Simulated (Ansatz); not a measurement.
**C10H14O4: a ladder of functionals and wavefunction methods**

How much do the methods differ for C10H14O4? The plan is to run it at one geometry with functionals of several rungs and with coupled cluster, and see how far each lands from CCSD(T) at the basis-set limit for the atomisation energy.

Computed with Ansatz 0.2.0, Gaussian basis. Level: functionals in def2-TZVPP, the program's frozen cores in correlated methods.

Plan: LDA (SPW92), PBE-D4, revPBE-D4, BLYP-D4, r2SCAN-D4, B97M-V, PBE0-D4, B3LYP-D4, r2SCANh-D4, r2SCAN0-D4, HSE06-D4, BHLYP-D4, CAM-B3LYP-D4, LC-ωPBE, ωB97X-V, ωB97M-V, B2PLYP, PBE-QIDH; CCSD(T)/def2-SVP; CCSD(T)/def2-TZVPP; MP2/def2-QZVPP; extrapolation to the limit; RPA on PBE.

### 1 The relaxed structure

An earlier PBE0-D4 in a triple-zeta def2 set relaxation fixed the geometry.

SMILES `C=C(C)C(=O)OC1(C)CCOC(=O)C1`, 28 atoms, charge 0, spin multiplicity 1.

Atoms are counted from 1 here; the program's logs count them from 0.

Bond lengths: C1–C2 1.330 Å, C1–H15 1.083 Å, C1–H16 1.084 Å, C2–C3 1.493 Å, C2–C4 1.492 Å, C3–H17 1.093 Å, C3–H18 1.090 Å, C3–H19 1.093 Å, C4–O5 1.204 Å, C4–O6 1.344 Å, O6–C7 1.451 Å, C7–C8 1.516 Å, C7–C9 1.539 Å, C7–C14 1.529 Å, C8–H20 1.088 Å, C8–H21 1.092 Å, C8–H22 1.093 Å, C9–C10 1.514 Å and more. Angles: C2–C1–H15 120.3°, C2–C1–H16 121.2°, H15–C1–H16 118.5°, C1–C2–C3 124.0°, C1–C2–C4 116.7°, C3–C2–C4 119.2°, C2–C3–H17 111.0°, C2–C3–H18 110.4°, C2–C3–H19 111.3°, H17–C3–H18 108.6°, H17–C3–H19 106.8°, H18–C3–H19 108.6°, C2–C4–O5 125.0°, C2–C4–O6 110.5°, O5–C4–O6 124.5°, C4–O6–C7 121.3°, O6–C7–C8 111.1°, O6–C7–C9 103.5° and more.

### 2 LDA

This LDA is Slater exchange with PW92 correlation.

in.yaml reads:

```yaml
crystal:
  periodic: [false, false, false]
  atoms:
    - {symbol: C, position_ang: [-3.663356, -0.714488, -0.981516]}
    - {symbol: C, position_ang: [-2.594728, -0.662777, -0.192106]}
    - {symbol: C, position_ang: [-2.496441, -1.353588, 1.128278]}
    - {symbol: C, position_ang: [-1.432037, 0.130104, -0.687194]}
    - {symbol: O, position_ang: [-1.369694, 0.665232, -1.763468]}
    - {symbol: O, position_ang: [-0.458847, 0.165706, 0.238619]}
    - {symbol: C, position_ang: [0.813271, 0.809066, -0.029393]}
    - {symbol: C, position_ang: [0.628783, 2.286686, -0.314478]}
    - {symbol: C, position_ang: [1.612703, 0.579575, 1.265432]}
    - {symbol: C, position_ang: [2.761982, -0.385337, 1.061997]}
    - {symbol: O, position_ang: [2.346931, -1.558484, 0.369732]}
    - {symbol: C, position_ang: [1.736291, -1.368298, -0.818267]}
    - {symbol: O, position_ang: [1.409068, -2.307578, -1.480745]}
    - {symbol: C, position_ang: [1.496087, 0.073175, -1.182593]}
    - {symbol: H, position_ang: [-3.665749, -0.197296, -1.933035]}
    - {symbol: H, position_ang: [-4.546270, -1.274150, -0.695663]}
    - {symbol: H, position_ang: [-1.660521, -2.057232, 1.139864]}
    - {symbol: H, position_ang: [-3.415335, -1.900580, 1.341156]}
    - {symbol: H, position_ang: [-2.319780, -0.640035, 1.936653]}
    - {symbol: H, position_ang: [0.079777, 2.448896, -1.239311]}
    - {symbol: H, position_ang: [1.609186, 2.762168, -0.392510]}
    - {symbol: H, position_ang: [0.088148, 2.758825, 0.509188]}
    - {symbol: H, position_ang: [0.930013, 0.187339, 2.020662]}
    - {symbol: H, position_ang: [2.008297, 1.525982, 1.641920]}
    - {symbol: H, position_ang: [3.160869, -0.732271, 2.014713]}
    - {symbol: H, position_ang: [3.584322, 0.086372, 0.512038]}
    - {symbol: H, position_ang: [2.457159, 0.559072, -1.380382]}
    - {symbol: H, position_ang: [0.899881, 0.113915, -2.089613]}
basis:
  gaussian: {orbitals: def2-TZVPP}
hamiltonian: {xc: lda}
output: {orbitals: {seedname: orbitals}}
```

The run is started by

```sh
$ ansatz run in.yaml --threads 11 --pin off --events-out ev --progress --plain --max-ram 166912MiB --backend cuda --devices 0, --max-vram 75GiB
```

After this run come: PBE-D4 (GGA); revPBE-D4 (GGA); BLYP-D4 (GGA); r2SCAN-D4 (meta-GGA); B97M-V (meta-GGA); B3LYP-D4 (hybrid); r2SCANh-D4 (hybrid); r2SCAN0-D4 (hybrid); HSE06-D4 (hybrid); BHLYP-D4 (hybrid); CAM-B3LYP-D4 (range-separated); LC-ωPBE (range-separated); ωB97X-V (range-separated); ωB97M-V (range-separated); B2PLYP (double hybrid); PBE-QIDH (double hybrid); CCSD(T) in def2-SVP; CCSD(T) in def2-TZVPP; MP2 in def2-QZVPP; RPA on PBE orbitals.

Before running them: what should the planned runs give, taken together? Wanted: atomisation energy, CCSD(T)/CBS; farthest beyond LDA; mean size of error, GGA; mean size of error, meta-GGA; mean size of error, hybrid; mean size of error, range-separated; mean size of error, double hybrid; gap, smallest and largest; T1 diagnostic.

The runs gave:

| quantity | value |
| --- | --- |
| atomisation energy, CCSD(T)/CBS | 12365.5 kJ/mol |
| functionals within 61.8 kJ/mol (0.5 %) | BLYP-D4, B97M-V, B3LYP-D4, r2SCANh-D4, LC-ωPBE, ωB97X-V, PBE-QIDH |
| farthest beyond LDA | PBE-D4 (+447.9 kJ/mol) |
| mean size of error, GGA | 197.4 kJ/mol |
| mean size of error, meta-GGA | 68.7 kJ/mol |
| mean size of error, hybrid | 149.9 kJ/mol |
| mean size of error, range-separated | 61.1 kJ/mol |
| mean size of error, double hybrid | 60.4 kJ/mol |
| gap, smallest and largest | 3.88 eV (LDA (SPW92)), 11.53 eV (LC-ωPBE) |
| T1 diagnostic | 0.0142 |
| triples share of the correlation energy | 4.3 % |

What this shows: The LDA atomisation energy is off by 2088.9 kJ/mol (17 %): it overbinds. PBE-D4 misses by +447.9 kJ/mol. Double hybrids carry the basis error of their MP2 part in triple zeta, and no dispersion term here, so their miss is partly the set-up's. The rungs double hybrid, range-separated miss on average by less than the doubt on the reference (61.8 kJ/mol), so they tie. Misses under about 61.8 kJ/mol are within the doubt on the reference itself, which lacks core-valence correlation, relativity and higher excitations. Hartree-Fock recovers 72 % of the binding; the rest is correlation. CCSD(T) in def2-SVP is off by -469.7 kJ/mol, so the small basis spoils what the method gains. The gap grows from 3.9 to 11.5 eV across the functionals, mostly with the share of exact exchange. The restricted reference is unstable towards a spin-broken one.
